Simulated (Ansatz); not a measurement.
**InH₂Cl (SMILES [Cl][InH2]): functionals against CCSD(T) at one geometry**

How do the functionals fare away from a minimum? The structure is a structure displaced at random from a GFN2-xTB minimum.

Method: single points in def2-TZVPP; program: Ansatz 0.2.0, Gaussian basis.

Cores are frozen in the correlated methods. Filled d shells of the heavier atoms are correlated. Core potentials replace the inner electrons past krypton, and spin-orbit coupling is left out.

### 1 The starting structure

4 atoms, charge 0, spin multiplicity 1.

Atoms are counted from 1 here; the program's logs count them from 0.

Bond lengths: Cl1–In2 2.230 Å, In2–H3 1.658 Å, In2–H4 1.690 Å. Angles: Cl1–In2–H3 121.0°, Cl1–In2–H4 120.1°, H3–In2–H4 118.9°.

Geometry (Å):

```
Cl   -1.7311    0.6618   -0.9571
In    0.1189   -0.0619    0.0560
H     0.5488   -1.6627    0.0083
H     1.1200    1.0283    0.8727
```

### 2 CCSD(T)/def2-TZVPP

File run/in.yaml:

```yaml
crystal:
  periodic: [false, false, false]
  atoms:
    - {symbol: Cl, position_ang: [-1.731100, 0.661800, -0.957100]}
    - {symbol: In, position_ang: [0.118900, -0.061900, 0.056000]}
    - {symbol: H, position_ang: [0.548800, -1.662700, 0.008300]}
    - {symbol: H, position_ang: [1.120000, 1.028300, 0.872700]}
basis:
  gaussian: {orbitals: def2-TZVPP}
correlation: {method: ccsd_t}
output: {forces: true}
```

The command line of these runs was not kept.

### 3 PBE0-D4/def2-TZVPP

Edit run/in.yaml of step 2 so:

```diff
@@ -9,3 +9,3 @@
   gaussian: {orbitals: def2-TZVPP}
-correlation: {method: ccsd_t}
-output: {forces: true}
+hamiltonian: {xc: pbe0, dispersion: d4}
+output: {forces: true, orbitals: {seedname: orbitals}}
```

### 4 wB97M-V/def2-TZVPP

Edit run/in.yaml of step 3 so:

```diff
@@ -9,3 +9,3 @@
   gaussian: {orbitals: def2-TZVPP}
-hamiltonian: {xc: pbe0, dispersion: d4}
-output: {forces: true, orbitals: {seedname: orbitals}}
+hamiltonian: {xc: {name: wB97M-V}}
+output: {forces: true}
```

### 5 r2SCAN-D4/def2-TZVPP

Edit run/in.yaml of step 4 so:

```diff
@@ -9,3 +9,3 @@
   gaussian: {orbitals: def2-TZVPP}
-hamiltonian: {xc: {name: wB97M-V}}
+hamiltonian: {xc: r2scan, dispersion: d4}
 output: {forces: true}
```

### 6 PBE-D4/def2-TZVPP

Edit run/in.yaml of step 5 so:

```diff
@@ -9,3 +9,3 @@
   gaussian: {orbitals: def2-TZVPP}
-hamiltonian: {xc: r2scan, dispersion: d4}
+hamiltonian: {xc: pbe, dispersion: d4}
 output: {forces: true}
```

### 7 B97M-V/def2-TZVPP

Edit run/in.yaml of step 6 so:

```diff
@@ -9,3 +9,3 @@
   gaussian: {orbitals: def2-TZVPP}
-hamiltonian: {xc: pbe, dispersion: d4}
+hamiltonian: {xc: {name: B97M-V}}
 output: {forces: true}
```

### 8 HSE06-D4/def2-TZVPP

Edit run/in.yaml of step 7 so:

```diff
@@ -9,3 +9,3 @@
   gaussian: {orbitals: def2-TZVPP}
-hamiltonian: {xc: {name: B97M-V}}
+hamiltonian: {xc: hse06, dispersion: d4}
 output: {forces: true}
```

(Steps that only read results are left out.)

**Question.** What will these runs give? Wanted: energy less free atoms, CCSD(T)/def2-TZVPP; RMS force component; RMS force error; HOMO and LUMO, PBE0-D4; T1 diagnostic.

**Answer**, as computed:

| quantity | value |
| --- | --- |
| energy less free atoms, CCSD(T)/def2-TZVPP | -806.3 kJ/mol |
| RMS force component | 0.685 to 0.770 eV/Å over the methods |
| RMS force error | PBE0-D4 0.054, wB97M-V 0.022, r2SCAN-D4 0.022, PBE-D4 0.093, B97M-V 0.124, HSE06-D4 0.052 eV/Å |
| HOMO and LUMO, PBE0-D4 | -8.12 and -1.83 eV |
| T1 diagnostic | 0.013 |

Against CCSD(T) the functionals' energies less atoms differ by -39.4 to +5.8 kJ/mol, PBE-D4 by +5.8 kJ/mol. The reference is not at the basis limit: in triple zeta CCSD(T) underbinds, which counts against methods that bind more; the gaps are no ranking. On forces the order runs from r2SCAN-D4 to B97M-V. Frozen-core CCSD(T) forces in triple zeta carry basis errors of their own, and this is one geometry, so small gaps rank nothing.
